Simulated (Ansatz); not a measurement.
**In2Au: pressure up to the limit of the methods**

Aim: compress In2Au step by step, far beyond the usual range, and follow pressure and electronic structure. The runs shown use PAW. Its runs: volume scaled by 1 (PAW); volume scaled by 0.5 (PAW); volume scaled by 0.45 (PAW); volume scaled by 0.4 (PAW).

Computed with Ansatz 0.2.0 (DFT, PBEsol, PAW with Ansatz's default frozen-core files, scalar-relativistic, unless a step's input says otherwise).

1 further run of the same task is left out (it didn't finish). Runs told in other sessions of the task aren't counted.

## Step 1: The structure to begin with

Symmetry: Fm-3m, No. 225, cubic system. Conventional cell: a = 6.502 Å, b = 6.502 Å, c = 6.502 Å, α = 90.00°, β = 90.00°, γ = 90.00°. In (site symmetry -43m) is surrounded by 4 Au at 2.82 Å. Au (site symmetry m-3m) is surrounded by 8 In at 2.82 Å.

Coordinates:

```xyz
3
Lattice="0.0000 3.2510 3.2510 3.2510 0.0000 3.2510 3.2510 3.2510 0.0000" Properties=species:S:1:pos:R:3 pbc="T T T"
In    1.6255    1.6255    1.6255
In    4.8765    4.8765    4.8765
Au    0.0000    0.0000    0.0000
```

Whether this phase is the stable one at these pressures isn't tested.

Atoms are numbered in the order of the input: In1, In2, Au3.

## Step 2: Volume scaled by 1, PAW

Contents of input.yaml:

```yaml
crystal:
  lattice:
    - [0.0, 3.251, 3.251]
    - [3.251, 0.0, 3.251]
    - [3.251, 3.251, 0.0]
  atoms:
    - { symbol: In, position: [0.25, 0.25, 0.25] }
    - { symbol: In, position: [0.75, 0.75, 0.75] }
    - { symbol: Au, position: [0.0, 0.0, 0.0] }
kpoints:
  mp_grid: { grid: [10, 10, 10] }
  band_path:
    path:
      - [0.0, 0.0, 0.0]
      - [0.5, 0.0, 0.5]
      - [0.625, 0.25, 0.625]
      - [0.375, 0.375, 0.75]
      - [0.0, 0.0, 0.0]
      - [0.5, 0.5, 0.5]
      - [0.5, 0.25, 0.75]
      - [0.5, 0.0, 0.5]
    npoints: 6
scf:
  occupations: { method: fermi_dirac, width: 0.05 }
hamiltonian:
  xc: pbesol
  pseudopotentials: { kind: paw }
output:
  forces: true
  stress: true
  eigenvalues: true
  populations: true
```

The run is started by

```console
> ansatz run input.yaml --threads 1 --pin off --max-ram 3072MiB --backend cpu --events-out ev --progress --plain --runs-dir out
```

Standard output, cut to the lines that bear on the results:

```text
[...]
Pseudopotentials: kind: paw
Pseudopotential: In, paw, valence charge 13, recommended cutoff 420 eV (normal)
Pseudopotential: Au, paw, valence charge 19, recommended cutoff 420 eV (normal)
Functional definition: PBEsol
[...]
Crystal: 3 atoms, lattice volume = 68.720 Å³
Basis set: ecut = 420 eV, 1363 PW (Γ), exchange–correlation on 64×64×64 points (8 copies of the dense FFT grid, shifted against one another)
Bands: 27, of which v1, the nominal top of the filled ones, is band 23 counted from 1 (22 counted from 0)
Symmetry: 48 space group operations
Space group: Fm-3m (ITA 225), of the structure as read, at distance tolerance 4.1e-5 Å
k-points: 47 of 1000
[...]
SCF iter   1: F=—  HF=-24058.671162 eV  |F-HF|=—  |Δ(HF+E_count)|=         —  Δρ=4.00e-3  dr2=1.10e-2  ethr=1.77e-3  ⟨swp⟩=6.3  Hψ=5252  notcnv=0
[...]
SCF iter   6: F=-24058.668849 eV  HF=-24058.668849 eV  |F-HF|=2.36e-9  |Δ(HF+E_count)|=   3.69e-8  Δρ=4.34e-6  dr2=7.80e-9  ethr=2.22e-10  ⟨swp⟩=5.5  Hψ=5457  notcnv=0
[...]
NSCF: frozen V_eff on 43 k-points
SCF converged after 6 iterations
Free energy (F): -24058.668849 eV
[...]
E sigma→0 (E₀):  -24058.664196 eV
Entropy (-TS):   -0.009307 eV (-3.102 meV/atom)
Fermi energy:    12.796461 eV
[...]
--- Forces (eV/Å), atoms counted from 1 ---
  atom   1  In     0.00000000     0.00000000    -0.00000000
  atom   2  In     0.00000000    -0.00000000     0.00000000
  atom   3  Au    -0.00000000    -0.00000000    -0.00000000
[...]
--- Stress (GPa, compression-positive) ---
        1.070770      -0.000000      -0.000000
       -0.000000       1.070770       0.000000
       -0.000000       0.000000       1.070770
  P = ⅓ Tr σ = 1.0708 GPa (10.708 kbar)
--- Band table (eV; the first three rows and the last of 47) ---
  k-point 0: bands = ["-93.6851", "-45.0575", "-45.0575", "-45.0575", "-2.0459", "-2.0459", "-1.8914", "-1.8914", "-1.8914", "-1.6104", "-1.6104", "-1.6104", "-1.4064", "-1.4064", "2.7573", "7.1507", "7.1507", "7.1507", "8.0243", "8.0243", "13.1006", "15.9027", "15.9027", "15.9027", [...]
--- Löwdin populations: 3 sites ---
  site symbol       q [e]
     0     In     13.2363
     1     In     13.2363
     2     Au     18.3720
  spilling = 0.003455 (of n_electrons = 45.000000)
```

Run time: 7.9 s. Hardware: 1 thread of Intel Xeon Platinum 8259CL at 2.50GHz (Skylake/Cascade Lake), shared host; peak memory 0.45 GiB.

Read from it: pressure 1.07 GPa; no gap.

At the corners of the path (eV, zero at the Fermi level):

```csv
point,band 20,band 21,band 22,band 23,band 24,band 25,band 26
Γ,-4.77,0.30,3.11,3.11,3.11,3.75,3.75
X,-4.80,-4.25,-1.91,-1.91,-0.24,2.40,9.03
U,-4.78,-4.32,-3.36,-1.16,1.07,4.41,6.64
K,-4.78,-4.32,-3.36,-1.16,1.07,4.41,6.64
Γ,-4.77,0.30,3.11,3.11,3.11,3.75,3.75
L,-4.78,-4.67,0.85,0.85,1.77,2.76,3.64
W,-4.55,-3.91,-3.91,-2.14,3.66,3.66,5.06
X,-4.80,-4.25,-1.91,-1.91,-0.24,2.40,9.03
```

## Step 3: Volume scaled by 0.5, PAW

Changes to input.yaml since step 2:

```diff
@@ -2,5 +2,5 @@
   lattice:
-    - [0.0, 3.251, 3.251]
-    - [3.251, 0.0, 3.251]
-    - [3.251, 3.251, 0.0]
+    - [0.0, 2.58032041, 2.58032041]
+    - [2.58032041, 0.0, 2.58032041]
+    - [2.58032041, 2.58032041, 0.0]
   atoms:
```

The run is started by

```console
> ansatz run input.yaml --threads 1 --pin off --max-ram 3072MiB --backend cpu --events-out ev --progress --plain --runs-dir out
```

Standard output, cut to the lines that bear on the results:

```text
[...]
[... 4 set-up lines as earlier in the session ...]
[...]
Crystal: 3 atoms, lattice volume = 34.360 Å³
Basis set: ecut = 420 eV, 645 PW (Γ), exchange–correlation on 50×50×50 points (8 copies of the dense FFT grid, shifted against one another)
Bands: 27, of which v1, the nominal top of the filled ones, is band 23 counted from 1 (22 counted from 0)
[... 1 set-up line as earlier in the session ...]
Space group: Fm-3m (ITA 225), of the structure as read, at distance tolerance 3.3e-5 Å
k-points: 47 of 1000
[...]
SCF iter   1: F=—  HF=-24039.560821 eV  |F-HF|=—  |Δ(HF+E_count)|=         —  Δρ=1.30e-2  dr2=4.56e-2  ethr=1.77e-3  ⟨swp⟩=7.6  Hψ=6488  notcnv=0
[...]
SCF iter   6: F=-24039.547365 eV  HF=-24039.547365 eV  |F-HF|=1.39e-8  |Δ(HF+E_count)|=   2.06e-7  Δρ=1.94e-5  dr2=7.81e-8  ethr=2.22e-10  ⟨swp⟩=7.0  Hψ=7092  notcnv=0
[...]
NSCF: frozen V_eff on 43 k-points
SCF converged after 6 iterations
Free energy (F): -24039.547365 eV
[...]
E sigma→0 (E₀):  -24039.544238 eV
Entropy (-TS):   -0.006255 eV (-2.085 meV/atom)
Fermi energy:    31.229272 eV
[...]
--- Forces (eV/Å), atoms counted from 1 ---
  atom   1  In     0.00000000    -0.00000000    -0.00000000
  atom   2  In     0.00000000    -0.00000000     0.00000000
  atom   3  Au    -0.00000000     0.00000000     0.00000000
[...]
--- Stress (GPa, compression-positive) ---
      353.579780       0.000000       0.000000
        0.000000     353.579780       0.000000
       -0.000000      -0.000000     353.579780
  P = ⅓ Tr σ = 353.5798 GPa (3535.798 kbar)
--- Band table (eV; the first three rows and the last of 47) ---
[... band rows left out ...]
[...]
--- Löwdin populations: 3 sites ---
  site symbol       q [e]
     0     In     13.3212
     1     In     13.3212
     2     Au     18.1501
  spilling = 0.004611 (of n_electrons = 45.000000)
```

It took 4.3 s on 1 thread of Intel Xeon Platinum 8259CL at 2.50GHz (Skylake/Cascade Lake), shared host; peak memory 0.4 GiB.

This run gives: pressure 353.58 GPa; no gap.

## Step 4: Volume scaled by 0.45, PAW

Changes to input.yaml since step 3:

```diff
@@ -2,5 +2,5 @@
   lattice:
-    - [0.0, 2.58032041, 2.58032041]
-    - [2.58032041, 0.0, 2.58032041]
-    - [2.58032041, 2.58032041, 0.0]
+    - [0.0, 2.4912719647, 2.4912719647]
+    - [2.4912719647, 0.0, 2.4912719647]
+    - [2.4912719647, 2.4912719647, 0.0]
   atoms:
```

The run is started by

```console
> ansatz run input.yaml --threads 1 --pin off --max-ram 3072MiB --backend cpu --events-out ev --progress --plain --runs-dir out
```

Standard output, cut to the lines that bear on the results:

```text
[...]
[... 4 set-up lines as earlier in the session ...]
[...]
Crystal: 3 atoms, lattice volume = 30.924 Å³
Basis set: ecut = 420 eV, 609 PW (Γ), exchange–correlation on 48×48×48 points (8 copies of the dense FFT grid, shifted against one another)
Bands: 27, of which v1, the nominal top of the filled ones, is band 23 counted from 1 (22 counted from 0)
[... 1 set-up line as earlier in the session ...]
Space group: Fm-3m (ITA 225), of the structure as read, at distance tolerance 3.1e-5 Å
k-points: 47 of 1000
[...]
SCF iter   1: F=—  HF=-24030.293665 eV  |F-HF|=—  |Δ(HF+E_count)|=         —  Δρ=2.40e-2  dr2=1.48e-1  ethr=1.77e-3  ⟨swp⟩=8.4  Hψ=6917  notcnv=0
[...]
SCF iter   7: F=-24030.250070 eV  HF=-24030.250070 eV  |F-HF|=1.85e-9  |Δ(HF+E_count)|=   4.60e-8  Δρ=5.04e-6  dr2=5.29e-9  ethr=2.22e-10  ⟨swp⟩=9.6  Hψ=6395  notcnv=0
[...]
NSCF: frozen V_eff on 43 k-points
SCF converged after 7 iterations
Free energy (F): -24030.250070 eV
[...]
E sigma→0 (E₀):  -24030.247167 eV
Entropy (-TS):   -0.005806 eV (-1.935 meV/atom)
Fermi energy:    35.444599 eV
[...]
--- Forces (eV/Å), atoms counted from 1 ---
  atom   1  In     0.00000000    -0.00000000    -0.00000000
  atom   2  In     0.00000000    -0.00000000     0.00000000
  atom   3  Au    -0.00000000     0.00000000     0.00000000
[...]
--- Stress (GPa, compression-positive) ---
      526.127983       0.000000      -0.000000
        0.000000     526.127983       0.000000
       -0.000000      -0.000000     526.127983
  P = ⅓ Tr σ = 526.1280 GPa (5261.280 kbar)
--- Band table (eV; the first three rows and the last of 47) ---
[... band rows left out ...]
[...]
--- Löwdin populations: 3 sites ---
  site symbol       q [e]
     0     In     13.3236
     1     In     13.3236
     2     Au     18.1219
  spilling = 0.005134 (of n_electrons = 45.000000)
```

Wall time 4.3 s (1 thread of Intel Xeon Platinum 8259CL at 2.50GHz (Skylake/Cascade Lake), shared host); peak memory 0.39 GiB.

Read from it: pressure 526.13 GPa; no gap.

## Step 5: Volume scaled by 0.4, PAW

Changes to input.yaml since step 4:

```diff
@@ -2,5 +2,5 @@
   lattice:
-    - [0.0, 2.4912719647, 2.4912719647]
-    - [2.4912719647, 0.0, 2.4912719647]
-    - [2.4912719647, 2.4912719647, 0.0]
+    - [0.0, 2.3953572804, 2.3953572804]
+    - [2.3953572804, 0.0, 2.3953572804]
+    - [2.3953572804, 2.3953572804, 0.0]
   atoms:
@@ -32 +32,5 @@
   populations: true
+  write_density: true
+  write_potential: true
+  elf: true
+  volumetric_format: npy
```

The run is started by

```console
> ansatz run input.yaml --threads 1 --pin off --max-ram 3072MiB --backend cpu --events-out ev --progress --plain --runs-dir out
```

Standard output:

```text
Engine: ansatz 0.2.0
[... 4 set-up lines as earlier in the session ...]
  exchange = pbesol_x
  correlation = pbesol_c
Crystal: 3 atoms, lattice volume = 27.488 Å³
Basis set: ecut = 420 eV, 537 PW (Γ), exchange–correlation on 48×48×48 points (8 copies of the dense FFT grid, shifted against one another)
Bands: 27, of which v1, the nominal top of the filled ones, is band 23 counted from 1 (22 counted from 0)
[... 1 set-up line as earlier in the session ...]
Space group: Fm-3m (ITA 225), of the structure as read, at distance tolerance 3.0e-5 Å
k-points: 47 of 1000
Non-local potential: In, projectors of the file, l = 0: 2, l = 1: 2, l = 2: 2, l = 3: 2
Non-local potential: Au, projectors of the file, l = 0: 3, l = 1: 2, l = 2: 2, l = 3: 1
PAW form: soft (Blöchl's): semilocal exchange-correlation on the pseudo side does not see the compensation charge
PAW frozen core: In, regenerated for the run's functional, and the local potential with it (the file was generated under x = pbe(κ = 0.804, μ = 0.2195149727645171), c = pbe(β = 0.06672455060314922))
PAW frozen core: Au, regenerated for the run's functional, and the local potential with it (the file was generated under x = pbe(κ = 0.804, μ = 0.2195149727645171), c = pbe(β = 0.06672455060314922))
PAW one-centre angular grid: In, 590 points (default); XC on 64 Gauss nodes
PAW one-centre angular grid: Au, 590 points (default); XC on 64 Gauss nodes
Initial density: superposition of atomic densities (neutral atoms: chi_scale 0, normalization atom), corrected by the library's trained network
Initial wavefunctions: pseudopotential atomic-orbital guess
Functional: x = pbesol(κ = 0.804, μ = 0.12345679012345678), c = pbesol(β = 0.046)
SCF iter   1: F=—  HF=-24016.518629 eV  |F-HF|=—  |Δ(HF+E_count)|=         —  Δρ=5.02e-2  dr2=7.31e-1  ethr=1.77e-3  ⟨swp⟩=9.4  Hψ=7322  notcnv=0
preconditioner: auto → Kerker (q_TF=auto, 2.962 Å⁻¹)  [metal: Δε(μ)=0.088 eV  Ē_g=22.724 eV  σ=0.050 eV  W_gap=0.41  n_scr=14 (ndim 8)  ℏωp=43.1 eV  f_vac=0.000  D(μ)=0.59/eV (n_scr^D=0)]
SCF iter   2: F=—  HF=-24016.329729 eV  |F-HF|=—  |Δ(HF+E_count)|=   1.89e-1  Δρ=2.46e-2  dr2=1.83e-1  ethr=1.62e-3  ⟨swp⟩=2.6  Hψ=2124  notcnv=0  defer=19
SCF iter   3: F=—  HF=-24016.271601 eV  |F-HF|=—  |Δ(HF+E_count)|=   5.81e-2  Δρ=6.31e-3  dr2=9.17e-3  ethr=4.07e-4  ⟨swp⟩=4.3  Hψ=2970  notcnv=0  defer=19
SCF iter   4: F=—  HF=-24016.269144 eV  |F-HF|=—  |Δ(HF+E_count)|=   2.46e-3  Δρ=1.47e-3  dr2=7.77e-4  ethr=2.04e-5  ⟨swp⟩=2.1  Hψ=2626  notcnv=0  defer=17
SCF iter   5: F=—  HF=-24016.268903 eV  |F-HF|=—  |Δ(HF+E_count)|=   2.41e-4  Δρ=4.86e-4  dr2=5.51e-5  ethr=1.73e-6  ⟨swp⟩=2.2  Hψ=2265  notcnv=0  defer=17
SCF iter   6: F=—  HF=-24016.268859 eV  |F-HF|=—  |Δ(HF+E_count)|=   4.44e-5  Δρ=7.28e-5  dr2=9.43e-7  ethr=1.22e-7  ⟨swp⟩=2.7  Hψ=2337  notcnv=0  defer=17
SCF iter   7: F=-24016.268859 eV  HF=-24016.268859 eV  |F-HF|=8.80e-9  |Δ(HF+E_count)|=   6.75e-8  Δρ=1.31e-5  dr2=2.08e-8  ethr=2.22e-10  ⟨swp⟩=21.6  Hψ=14711  notcnv=0
SCF 1 converged in 7 iterations: F = -24016.268859 eV  dr2 = 2.08e-8
  Residual-converged pass: ⟨swp⟩=1.2  Hψ=1469  notcnv=0  max |occ|·‖R‖ = 7.1e-9 eV (tolerance 1.0e-8 eV)  dr2=2.08e-8  dr2_onsite=1.27e-8  max |Δocc| = 4.9e-13
NSCF: frozen V_eff on 43 k-points
SCF converged after 7 iterations
Free energy (F): -24016.268859 eV
Harris-Foulkes:  -24016.268859 eV  (|F-HF|=8.80e-9)
Internal energy: -24016.264018 eV  (E = F + TS)
E sigma→0 (E₀):  -24016.266438 eV
Entropy (-TS):   -0.004841 eV (-1.614 meV/atom)
Fermi energy:    40.739366 eV
--- Per-component energies (eV) ---
  E_band       = 603.984606
  E_kinetic    = 1221.325995
  E_local      = -2203.519599  (includes V_loc(G=0)·N_el)
  E_nonlocal   = 841.683301
  E_hartree    = 1130.721951
  E_xc         = -697.591418
  E_vxc        = -530.890275  (∫ρ·V_xc dr)
  E_paw        = -17748.945312  (= ΣΔE_a)
  E_vpaw       = -986.061772  (= ΣTr[D̂ρ^β])
  E_aug_tail   = 0.001630  (compensation charges beyond the density's cutoff)
  E_ewald      = -6560.721848
  E_core_change = 0.781284  (= ΣΔE_core)
  E_smearing   = -0.004841  (= −TS)
  E_closure    = -0.000000  (closes the sum)
  Σ components = -24016.268859   (vs F -24016.268859, Δ=0.00e0)
--- Forces (eV/Å), atoms counted from 1 ---
  atom   1  In    -0.00000000     0.00000000    -0.00000000
  atom   2  In    -0.00000000    -0.00000000    -0.00000000
  atom   3  Au    -0.00000000     0.00000000     0.00000000
  max |Σ_I F_I| component: 1.85e-16 eV/Å
--- Stress (GPa, compression-positive) ---
      799.415490      -0.000000      -0.000000
        0.000000     799.415490      -0.000000
       -0.000000      -0.000000     799.415490
  P = ⅓ Tr σ = 799.4155 GPa (7994.155 kbar)
--- Band table (eV; the first three rows and the last of 47) ---
  k-point 0: bands = ["-72.1381", "-24.2049", "-24.2049", "-24.2049", "16.4441", "16.4441", "18.5713", "18.7223", "18.7223", "18.7223", "20.1527", "20.1527", "20.1527", "22.7190", "22.7190", "26.8880", "26.8880", "26.8880", "29.9752", "29.9752", "43.9739", "44.5603", "44.5603", "44.5603", "46.4558", "46.4558", "46.4558"]
  k-point 1: bands = ["-72.1360", "-24.2046", "-24.2029", "-24.2029", "16.5663", "16.5663", "18.4017", "18.7126", "18.7126", "18.9174", "20.1309", "20.1309", "20.4377", "22.4779", "22.4779", "26.5254", "27.1338", "27.1338", "29.8523", "29.8523", "42.7557", "44.1281", "44.7581", "44.7581", "45.6534", "45.6534", "45.8390"]
  k-point 2: bands = ["-72.1306", "-24.2038", "-24.1979", "-24.1979", "16.9247", "16.9247", "18.1448", "18.6723", "18.6723", "19.3921", "20.0867", "20.0867", "21.0583", "21.8888", "21.8888", "25.7195", "27.6501", "27.6501", "29.6029", "29.6029", "39.7478", "42.8482", "44.1783", "44.1783", "45.4498", "45.4498", "47.3976"]
  k-point 46: bands = ["-72.1098", "-24.2074", "-24.1860", "-24.1626", "17.5164", "17.6188", "17.6953", "18.6143", "18.8421", "19.1517", "19.7213", "20.2328", "20.7734", "21.2133", "25.9285", "27.0005", "27.2943", "28.0659", "30.4700", "31.3696", "32.2670", "33.0477", "33.7588", "45.9705", "47.9556", "50.2556", "50.4707"]
--- Löwdin populations: 3 sites ---
  site symbol       q [e]
     0     In     13.3187
     1     In     13.3187
     2     Au     18.0942
  spilling = 0.005964 (of n_electrons = 45.000000)
```

Run time: 6.1 s. Hardware: 1 thread of Intel Xeon Platinum 8259CL at 2.50GHz (Skylake/Cascade Lake), shared host; peak memory 0.4 GiB.

This run gives: pressure 799.42 GPa; no gap.

Levels at the path's labelled points, in eV from the Fermi level:

```csv
point,band 20,band 21,band 22,band 23,band 24,band 25,band 26
Γ,-10.76,3.23,3.82,3.82,3.82,5.72,5.72
X,-10.55,-7.91,-7.22,-7.22,2.33,4.82,10.41
U,-10.40,-8.21,-7.83,-4.61,3.20,7.51,10.45
K,-10.40,-8.21,-7.83,-4.61,3.20,7.51,10.45
Γ,-10.76,3.23,3.82,3.82,3.82,5.72,5.72
L,-10.84,-8.99,1.10,1.10,1.22,6.33,6.33
W,-9.50,-8.04,-8.04,-6.98,5.80,8.41,8.41
X,-10.55,-7.91,-7.22,-7.22,2.33,4.82,10.41
```

The fields are shown in the conventional cell of this run's space group, carried over from its grid by interpolation.

Density in a lattice plane of the grid's cell (edges 4.79 and 4.79 Å, at 0.250 of the third edge), which holds In.

Ten even steps from '0' (0.59 e/Å³) to '9' (13.09 e/Å³):
```
000000000000000000000000
000001110000000001110000
000023332000000023332000
000146764100000146764100
000258985200000258985200
000146764100000146764100
000023332000000023332000
000001110000000001110000
000000000000000000000000
000000000000000000000000
000000000000000000000000
000001110000000001110000
000023332000000023332000
000146764100000146764100
000258985200000258985200
000146764100000146764100
000023332000000023332000
000001110000000001110000
000000000000000000000000
000000000000000000000000
```
Columns run along the first of these edges and rows up along the second, over one cell in 24 and 20 even steps from the bottom left corner. Atoms in the plane (fractional): In at (0.25, 0.25), In at (0.75, 0.75), In at (0.25, 0.75), In at (0.75, 0.25).

ELF in the same plane.

Ten even steps from '0' (0.00) to '9' (0.37):
```
999877778899999877777899
998765556789998765556789
987632123678987632123678
876410001467876410001467
876300000367876300000367
876410001467876410001467
987632123678987632123678
998765556789998765556789
999877777899999887777899
999998889999999998889999
999877777899999877778899
998765556789998765556789
987632123678987632123678
876410001467876410001467
876300000367876300000367
876410001467876410001467
987632123678987632123678
998765556789998765556789
999887777899999877777899
999998889999999998889999
```
Columns run along the first of these edges and rows up along the second, over one cell in 24 and 20 even steps from the bottom left corner. Atoms in the plane (fractional): In at (0.25, 0.25), In at (0.75, 0.75), In at (0.25, 0.75), In at (0.75, 0.25).

Both are smooth fields of the valence electrons: close to the nuclei they are not physical.

## Step 6: All runs together

| method | volume over the first | volume (Å³/atom) | pressure (GPa) | SCF cycles, by the record's count | time |
| --- | --- | --- | --- | --- | --- |
| PAW | 1 | 22.907 | 1.07 | 6 | 7.9 s |
| PAW | 0.5 | 11.453 | 353.58 | 6 | 4.3 s |
| PAW | 0.45 | 10.308 | 526.13 | 7 | 4.3 s |
| PAW | 0.4 | 9.163 | 799.42 | 7 | 6.1 s |

## Step 7: What came out

| quantity | value |
| --- | --- |
| PAW pressure at 0.4 of the volume | 799.4 GPa |
| fitted bulk modulus at zero pressure (PAW) | 96 GPa |
| its pressure derivative | 4.60 |

At 0.4 of the starting volume PAW gives 799 GPa. One third-order Birch-Murnaghan curve follows these points (B₀ = 96 GPa, B′ = 4.60, misfit at most 1.29 GPa). A fit over so wide a range leans to the high pressures, so B₀ can be off by several per cent. No all-electron run checks these rows here, and frozen cores can fail under such compression. The ions are at rest, and the electrons smeared by 0.05 eV. Spin-orbit coupling is left out, though the cell holds Au; in elements this heavy it can shift bands and gaps by tenths of an eV.

At pressures up to 799 GPa the PAW spheres may overlap and frozen cores may not hold, so those PAW values are rough without an all-electron check.
